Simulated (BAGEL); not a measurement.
**BSiH4OF (SMILES FBO[SiH3]), step by step**

We compute a single-point energy (HF/cc-pVDZ), then a single-point energy (NEVPT2(2,2)/cc-pVDZ), then a single-point energy (CASPT2(2,2)/cc-pVDZ) of BSiH4OF. 

Program for the calculation: BAGEL 1.2.2.

1 further run of the same task is left out (set aside as unsound or not needed).

## Step 1: The molecule

BSiH4OF has 8 atoms, charge 0, and is taken as a singlet. As SMILES, `FBO[SiH3]`. The coordinates come from a PBE0-D4/def2-TZVP relaxation. This is one conformer, not always the lowest.

Bond lengths: F1–B2 1.324 Å, B2–O3 1.342 Å, O3–Si4 1.655 Å, B2–H5 1.198 Å, Si4–H6 1.481 Å, Si4–H7 1.485 Å, Si4–H8 1.481 Å. Angles: F1–B2–O3 118.3°, B2–O3–Si4 134.0°, F1–B2–H5 118.6°, O3–B2–H5 123.1°, O3–Si4–H6 108.0°, O3–Si4–H7 110.1°, O3–Si4–H8 108.0°, H6–Si4–H7 110.3°, H6–Si4–H8 110.2°, H7–Si4–H8 110.3°.

## Step 2: The energy at HF/cc-pVDZ (density fitting with svp-jkfit) (run 1)

The input, hf.json:

```json
{ "bagel": [

{
  "title": "molecule",
  "basis": "cc-pvdz.json",
  "df_basis": "svp-jkfit",
  "geometry": [
    { "atom": "F", "xyz": [ -3.02241096, -3.21104342,  2.69495543 ] },
    { "atom": "B", "xyz": [ -1.29520128, -1.48836908,  2.14107671 ] },
    { "atom": "O", "xyz": [ -0.92122448, -0.90160912, -0.29780383 ] },
    { "atom": "Si", "xyz": [  0.98456432,  1.08241434, -1.78653007 ] },
    { "atom": "H", "xyz": [ -0.14227937, -0.52630951,  3.83578310 ] },
    { "atom": "H", "xyz": [ -0.59923215,  2.89317070, -3.21706975 ] },
    { "atom": "H", "xyz": [  2.59026461,  2.44849735,  0.06540153 ] },
    { "atom": "H", "xyz": [  2.57949317, -0.40498910, -3.54076283 ] }
  ]
},
{ "title": "hf" },
{ "title": "print", "file": "orbitals.molden", "orbitals": true }

]}
```

The basis set cc-pVDZ is read from a file made from the Basis Set Exchange's data (not shown).

Run with:

```bash
BAGEL_NUM_THREADS=1 BAGEL hf.json > hf.out
```

Standard output:

```text
* using 1 threads per process

  ===============================================================
  ===============================================================

  *** Geometry ***

  { "atom" : "F", "xyz" : [     -3.022411,     -3.211043,      2.694955 ] },
  { "atom" : "B", "xyz" : [     -1.295201,     -1.488369,      2.141077 ] },
  { "atom" : "O", "xyz" : [     -0.921224,     -0.901609,     -0.297804 ] },
  { "atom" : "Si", "xyz" : [      0.984564,      1.082414,     -1.786530 ] },
  { "atom" : "H", "xyz" : [     -0.142279,     -0.526310,      3.835783 ] },
  { "atom" : "H", "xyz" : [     -0.599232,      2.893171,     -3.217070 ] },
  { "atom" : "H", "xyz" : [      2.590265,      2.448497,      0.065402 ] },
  { "atom" : "H", "xyz" : [      2.579493,     -0.404989,     -3.540763 ] },

  Number of auxiliary basis functions:      429

  Since a DF basis is specified, we compute 2- and 3-index integrals:
    o Being stored without compression. Storage requirement is 0.022 GB

  Number of basis functions:       80
  Number of electrons      :       40

    * METHOD: MOLECULE                             0.27

  *** RHF ***

  === Nuclear Repulsion ===
   151.7842922564

      * DIIS with orbital gradients will be used.

  === RHF iteration (cc-pvdz.json) ===
      0       -490.15034431          0.01728097           0.08
      1       -490.30453913          0.01247397           0.07
      2       -490.39435907          0.00139167           0.07
      3       -490.39578469          0.00038952           0.07
      4       -490.39589249          0.00010548           0.07
      5       -490.39590033          0.00001636           0.05
      6       -490.39590056          0.00000478           0.05
      7       -490.39590058          0.00000105           0.06
      8       -490.39590058          0.00000031           0.05
      9       -490.39590058          0.00000011           0.05
     10       -490.39590058          0.00000004           0.05
     11       -490.39590058          0.00000001           0.05
    * SCF iteration converged.

    * Permanent dipole moment:
           (   -0.587917,    -0.585094,     0.176374) a.u.

    * METHOD: HF                                   0.96

    * METHOD: PRINT                                0.01

  ===============================================================
```

It took 1.5 s on 1 thread of Intel Xeon Platinum 8259CL at 2.50GHz (Skylake/Cascade Lake), shared host; peak memory 0.15 GiB.

## Step 3: The energy at NEVPT2(2,2)/cc-pVDZ (density fitting with svp-jkfit) (run 2)

The input, input.json:

```json
{ "bagel" : [

{
  "title" : "molecule",
  "basis" : "cc-pvdz.json",
  "df_basis" : "svp-jkfit",
  "geometry" : [
    { "atom" : "F", "xyz" : [ -3.02241096, -3.21104342,  2.69495543 ] },
    { "atom" : "B", "xyz" : [ -1.29520128, -1.48836908,  2.14107671 ] },
    { "atom" : "O", "xyz" : [ -0.92122448, -0.90160912, -0.29780383 ] },
    { "atom" : "Si", "xyz" : [  0.98456432,  1.08241434, -1.78653007 ] },
    { "atom" : "H", "xyz" : [ -0.14227937, -0.52630951,  3.83578310 ] },
    { "atom" : "H", "xyz" : [ -0.59923215,  2.89317070, -3.21706975 ] },
    { "atom" : "H", "xyz" : [  2.59026461,  2.44849735,  0.06540153 ] },
    { "atom" : "H", "xyz" : [  2.57949317, -0.40498910, -3.54076283 ] }
  ]
},
{
  "title" : "hf"
},
{
  "title" : "casscf",
  "nstate" : 1,
  "nact" : 2,
  "nclosed" : 19,
  "active" : [20, 24],
  "maxiter" : 200,
  "natocc" : "true"
},
{
  "title" : "nevpt2",
  "nstate" : 1,
  "nact" : 2,
  "nclosed" : 19,
  "active" : [20, 24],
  "maxiter" : 200,
  "natocc" : "true",
  "ncore" : 8
},
{
  "title" : "print",
  "file" : "orbitals.molden",
  "orbitals" : "true"
}

]}
```

The basis set cc-pVDZ is read from a file made from the Basis Set Exchange's data (not shown).

Run with:

```bash
BAGEL_NUM_THREADS=1 BAGEL input.json > input.out
```

Standard output:

```text
* using 1 threads per process

  ===============================================================
  ===============================================================

  *** Geometry ***

  { "atom" : "F", "xyz" : [     -3.022411,     -3.211043,      2.694955 ] },
  { "atom" : "B", "xyz" : [     -1.295201,     -1.488369,      2.141077 ] },
  { "atom" : "O", "xyz" : [     -0.921224,     -0.901609,     -0.297804 ] },
  { "atom" : "Si", "xyz" : [      0.984564,      1.082414,     -1.786530 ] },
  { "atom" : "H", "xyz" : [     -0.142279,     -0.526310,      3.835783 ] },
  { "atom" : "H", "xyz" : [     -0.599232,      2.893171,     -3.217070 ] },
  { "atom" : "H", "xyz" : [      2.590265,      2.448497,      0.065402 ] },
  { "atom" : "H", "xyz" : [      2.579493,     -0.404989,     -3.540763 ] },

  Number of auxiliary basis functions:      429

  Since a DF basis is specified, we compute 2- and 3-index integrals:
    o Being stored without compression. Storage requirement is 0.022 GB

  Number of basis functions:       80
  Number of electrons      :       40

    * METHOD: MOLECULE                             0.25

  *** RHF ***

  === Nuclear Repulsion ===
   151.7842922564

      * DIIS with orbital gradients will be used.

  === RHF iteration (cc-pvdz.json) ===
      0       -490.15034431          0.01728097           0.06
      1       -490.30453913          0.01247397           0.05
      2       -490.39435907          0.00139167           0.05
      3       -490.39578469          0.00038952           0.05
      4       -490.39589249          0.00010548           0.05
      5       -490.39590033          0.00001636           0.05
      6       -490.39590056          0.00000478           0.05
      7       -490.39590058          0.00000105           0.05
      8       -490.39590058          0.00000031           0.05
      9       -490.39590058          0.00000011           0.05
     10       -490.39590058          0.00000004           0.06
     11       -490.39590058          0.00000001           0.05
    * SCF iteration converged.

    * Permanent dipole moment:
           (   -0.587917,    -0.585094,     0.176374) a.u.

    * METHOD: HF                                   0.84

  ---------------------------
      CASSCF calculation
  ---------------------------

    ==== Active orbitals : =====
         Orbital 20
         Orbital 24
    ============================

    * nstate   :      1
    * nclosed  :     19
    * nact     :      2
    * nvirt    :     59
  === CASSCF iteration (cc-pvdz.json) ===

    * Using the second-order algorithm

      0  0      -490.39651787     1.35e-04      0.02

      1  0      -490.39952914     2.26e-04      0.34

      2  0      -490.39975716     5.19e-05      0.47

      3  0      -490.39976173     1.64e-05      0.46

      4  0      -490.39976186     4.43e-06      0.44

      5  0      -490.39976187     1.11e-06      0.51

      6  0      -490.39976187     2.70e-07      0.46

      7  0      -490.39976187     6.47e-08      0.43

      8  0      -490.39976187     1.54e-08      0.32

      9  0      -490.39976187     3.64e-09      0.27

    * Second-order optimization converged. *

     guess   0:   closed 1.                   open ..

  === FCI iteration ===

      0  0      -490.39587394     3.79e-02      0.00
      1  0      -490.39975847     8.21e-04      0.00
      2  0 *    -490.39976187     7.61e-16      0.00

     * ci vector, state   0, <S^2> = 0.0000
       2.     0.9986841179
       .2    -0.0512838433

    * METHOD: CASSCF                               3.88

    * freezing 8 orbitals

  === DF-NEVPT2 calculation ===

    * 3-index integral transformation done
    * assembly done

      NEVPT2 correlation energy:   -0.5476246415      0.19

          (+0)     -0.4967289206
          (+0)'    -0.0133691435
          (+1)     -0.0054825481
          (+1)'    -0.0000000000
          (+2)     -0.0008304196
          (-1)     -0.0221949896
          (-1)'     0.0000000000
          (-2)     -0.0090186202

      NEVPT2 total energy:       -490.9473865094

    * METHOD: NEVPT2                               0.31

    * METHOD: PRINT                                0.01

  ===============================================================
```

It took 5.7 s on 1 thread of Intel Xeon Platinum 8259CL at 2.50GHz (Skylake/Cascade Lake), shared host; peak memory 0.15 GiB.

## Step 4: The energy at CASPT2(2,2)/cc-pVDZ (density fitting with svp-jkfit) (run 3)

The input, caspt2.json:

```json
{ "bagel": [

{
  "title": "molecule",
  "basis": "cc-pvdz.json",
  "df_basis": "svp-jkfit",
  "angstrom": false,
  "geometry": [
    { "atom": "F", "xyz": [ -3.02241096, -3.21104342,  2.69495543 ] },
    { "atom": "B", "xyz": [ -1.29520128, -1.48836908,  2.14107671 ] },
    { "atom": "O", "xyz": [ -0.92122448, -0.90160912, -0.29780383 ] },
    { "atom": "Si", "xyz": [  0.98456432,  1.08241434, -1.78653007 ] },
    { "atom": "H", "xyz": [ -0.14227937, -0.52630951,  3.83578310 ] },
    { "atom": "H", "xyz": [ -0.59923215,  2.89317070, -3.21706975 ] },
    { "atom": "H", "xyz": [  2.59026461,  2.44849735,  0.06540153 ] },
    { "atom": "H", "xyz": [  2.57949317, -0.40498910, -3.54076283 ] }
  ]
},
{
  "title": "hf"
},
{
  "title": "casscf",
  "nstate": 1,
  "nact": 2,
  "nclosed": 19,
  "active": [20, 24],
  "maxiter": 200,
  "natocc": true
},
{
  "title": "print",
  "file": "orbitals.molden",
  "orbitals": true
},
{
  "title": "smith",
  "method": "caspt2",
  "ms": true,
  "xms": true,
  "sssr": true,
  "shift": 0.2,
  "shift_imag": true,
  "ncore": 8
}

]}
```

The basis set cc-pVDZ is read from a file made from the Basis Set Exchange's data (not shown).

Run with:

```bash
BAGEL_NUM_THREADS=1 BAGEL caspt2.json > caspt2.out
```

Standard output:

```text
* using 1 threads per process

  ===============================================================
  ===============================================================

  *** Geometry ***

  { "atom" : "F", "xyz" : [     -3.022411,     -3.211043,      2.694955 ] },
  { "atom" : "B", "xyz" : [     -1.295201,     -1.488369,      2.141077 ] },
  { "atom" : "O", "xyz" : [     -0.921224,     -0.901609,     -0.297804 ] },
[... 4 lines of this table left out ...]
  { "atom" : "H", "xyz" : [      2.579493,     -0.404989,     -3.540763 ] },

  Number of auxiliary basis functions:      429

  Since a DF basis is specified, we compute 2- and 3-index integrals:
    o Being stored without compression. Storage requirement is 0.022 GB

  Number of basis functions:       80
  Number of electrons      :       40

    * METHOD: MOLECULE                             0.25

  *** RHF ***

  === Nuclear Repulsion ===
   151.7842922564

      * DIIS with orbital gradients will be used.

[... 6 lines left out ...]
    * SCF iteration converged.
[... 1 line left out ...]
    * Permanent dipole moment:
[... 27 lines left out ...]
    * Second-order optimization converged. *
[... 9 lines left out ...]
     * ci vector, state   0, <S^2> = 0.0000
[... 16 lines left out ...]
    * Zeroth order energy : state  0       -0.9864027719
[... 3 lines left out ...]
      -------------------------------------------  CASPT2 iteration  ---------------------------------------------------
       #      aibj      arbs      arbi      airj      risj      airs      arst      rist         Etot      error   time
      ------------------------------------------------------------------------------------------------------------------

       0  -0.49569  -0.01052  -0.02187  -0.00597  -0.00094  -0.01094  -0.00000   0.00000   -0.5459317  0.0014711   0.12
       1  -0.49584  -0.01054  -0.02194  -0.00615  -0.00101  -0.01127  -0.00000  -0.00000   -0.5467564  0.0002926   0.11
       2  -0.49585  -0.01054  -0.02192  -0.00617  -0.00102  -0.01131  -0.00000   0.00000   -0.5467994  0.0000550   0.11
       3  -0.49585  -0.01054  -0.02192  -0.00616  -0.00102  -0.01130  -0.00000   0.00000   -0.5468005  0.0000127   0.11
       4  -0.49585  -0.01054  -0.02192  -0.00616  -0.00102  -0.01130   0.00000   0.00000   -0.5468006  0.0000020   0.11
       5  -0.49585  -0.01054  -0.02192  -0.00616  -0.00102  -0.01130  -0.00000   0.00000   -0.5468006  0.0000004   0.12

      ------------------------------------------------------------------------------------------------------------------

    * CASPT2 energy : state  0     -490.9486018346
        w/o shift correction       -490.9465624522
        reference weight              0.8691340924

    * METHOD: SMITH                                0.94

  ===============================================================
```

Run time: 6.3 s. Hardware: 1 thread of Intel Xeon Platinum 8259CL at 2.50GHz (Skylake/Cascade Lake), shared host; peak memory 0.17 GiB.

## Step 5: What came out

| quantity | value |
| --- | --- |
| run 1, HF/cc-pVDZ: total energy | -490.39590 Eh |
| run 1, HF/cc-pVDZ: dipole moment | 2.16 D |
| run 1, HF/cc-pVDZ: HOMO energy | -12.97 eV |
| run 1, HF/cc-pVDZ: LUMO energy | 3.82 eV |
| run 1, HF/cc-pVDZ: HOMO–LUMO gap | 16.79 eV |
| run 2, NEVPT2(2,2)/cc-pVDZ: total energy | -490.94739 Eh |
| run 3, CASPT2(2,2)/cc-pVDZ: total energy | -490.94860 Eh |
